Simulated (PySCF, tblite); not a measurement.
**6-methylpyridine-2-carbonitrile: geometry, infrared bands, NMR shifts, spin-spin couplings and electronic excitations**

Wanted: the infrared bands, NMR shifts, spin-spin couplings and electronic excitations of 6-methylpyridine-2-carbonitrile (`Cc1cccc(C#N)n1`), by calculation.

The runs use tblite 0.8.0 and PySCF 2.14.0, with density-fitted response routines of our own; the level of theory stands in each step. All values are computed, except where a source is named. Atoms are numbered from 0 throughout.

### Step 1. Starting geometry

15 atoms, charge 0, multiplicity 1; geometry from: GFN2-xTB.

Bonds of the start (Å): C0–C1 1.49, C1–C2 1.40, C2–C3 1.38, C3–C4 1.39, C4–C5 1.39, C5–C6 1.42, C6–N7 1.15, C5–N8 1.33, N8–C1 1.32, C0–H9 1.09, C0–H10 1.09, C0–H11 1.09, C2–H12 1.08, C3–H13 1.08, C4–H14 1.08.

### Step 2. Harmonic vibrations with GFN2-xTB

The job: settings as JSON, then the geometry in Å.

```
{"job": {"kind": "ir", "xc": "GFN2-xTB", "basis": "xTB"}, "charge": 0, "multiplicity": 1}
C     -2.228438    -0.853815     0.011190
C     -0.867213    -0.236841     0.020564
C     -0.692626     1.130278     0.253569
C      0.586224     1.656045     0.252276
C      1.660462     0.811565     0.019326
C      1.385089    -0.537437    -0.202150
C      2.463723    -1.433156    -0.442685
N      3.364904    -2.114673    -0.630932
N      0.154494    -1.043891    -0.201114
H     -2.846255    -0.391222    -0.756916
H     -2.716998    -0.702522     0.972475
H     -2.143286    -1.918048    -0.186769
H     -1.551140     1.759919     0.431042
H      0.749837     2.708891     0.430271
H      2.676811     1.172897     0.007941
```

**Question.** This job is followed by: PBE0-D3(BJ)/def2-SVP geometry optimisation, gas phase; GIAO PBE0/pcSseg-1 NMR shielding, non-relativistic, gas phase; B3LYP/pcJ-1 indirect spin-spin coupling, non-relativistic, gas phase; TDDFT CAM-B3LYP/def2-SVPD, vertical, gas phase, core orbitals frozen in the response; GIAO B3LYP/pcSseg-1 NMR shielding, non-relativistic, gas phase. Predict these results of the whole session: strongest single infrared mode (GFN2-xTB); zero-point energy (GFN2-xTB); point group; rotational constants (main isotopes); 13C shifts against TMS (PBE0/pcSseg-1); 1H shifts against TMS (PBE0/pcSseg-1, means over atoms taken as alike); 15N shifts against NH3 (PBE0/pcSseg-1); largest coupling of the table (B3LYP/pcJ-1); lowest singlet (CAM-B3LYP/def2-SVPD); brightest single state of those computed; lowest triplet; vertical ionisation energy (ΔSCF); vertical electron affinity (ΔSCF); range of the shift of N8.

As calculated:

| quantity | value |
| --- | --- |
| strongest single infrared mode (GFN2-xTB) | 2380 cm⁻¹, 164 km/mol |
| zero-point energy (GFN2-xTB) | 69.8 kcal/mol |
| point group | Cs |
| rotational constants (main isotopes) | 3.28, 1.27, 0.92 GHz |
| 13C shifts against TMS (PBE0/pcSseg-1) | 165.1, 141.6, 138.7, 132.2, 130.6, 122.9, 26.4 ppm |
| 1H shifts against TMS (PBE0/pcSseg-1, means over atoms taken as alike) | 7.74, 7.47, 7.30, 2.70 ppm |
| 15N shifts against NH3 (PBE0/pcSseg-1) | 363.0, 314.3 ppm |
| largest coupling of the table (B3LYP/pcJ-1) | 1J(C,H) C4–H14, 177.0 Hz |
| lowest singlet (CAM-B3LYP/def2-SVPD) | 4.83 eV (257 nm), f = 0.001 |
| brightest single state of those computed | state 6, 6.85 eV, f = 0.561 |
| lowest triplet | 3.73 eV |
| vertical ionisation energy (ΔSCF) | 9.77 eV |
| vertical electron affinity (ΔSCF) | 0.22 eV |
| range of the shift of N8 | 363.0 to 367.7 ppm |

What this shows: No mode is imaginary among the 39: a minimum at this level. The strongest single mode, at 2380 cm⁻¹, moves mainly C6 and N7. Unscaled tight-binding wavenumbers are off by several per cent, some by more. Its intensities can rank the bands wrongly. Relaxing lowered the energy by 0.045 eV in 4 steps; the close pair that moved most is C5–C6, from 1.423 to 1.443 Å. No frequency check was run at this level, so the end point may be a saddle. At PBE0/pcSseg-1: The widest tensor belongs to N8: span 672 ppm, with a paramagnetic part of -430 ppm. NICS(1)zz of -27 ppm above the planar ring from C1 marks a diatropic (aromatic) ring current. In the run at B3LYP/pcJ-1, the largest coupling of the table is C4–H14, 177.0 Hz, of which the Fermi-contact term gives 176.1 Hz. The lowest singlet, at 4.83 eV, is HOMO−1→LUMO 0.96 and is weak; of the 10 states computed, the strongest absorption comes from state 6 at 6.85 eV. The lowest triplet lies 1.11 eV below the lowest singlet (triplets in Tamm-Dancoff, singlets in full TDDFT). ΔSCF puts the ionisation energy at 9.77 eV, 0.68 eV above −ε(HOMO). Across the 2 runs the shift of N8 moves most, between 363.0 (PBE0/pcSseg-1) and 367.7 ppm (B3LYP/pcSseg-1).
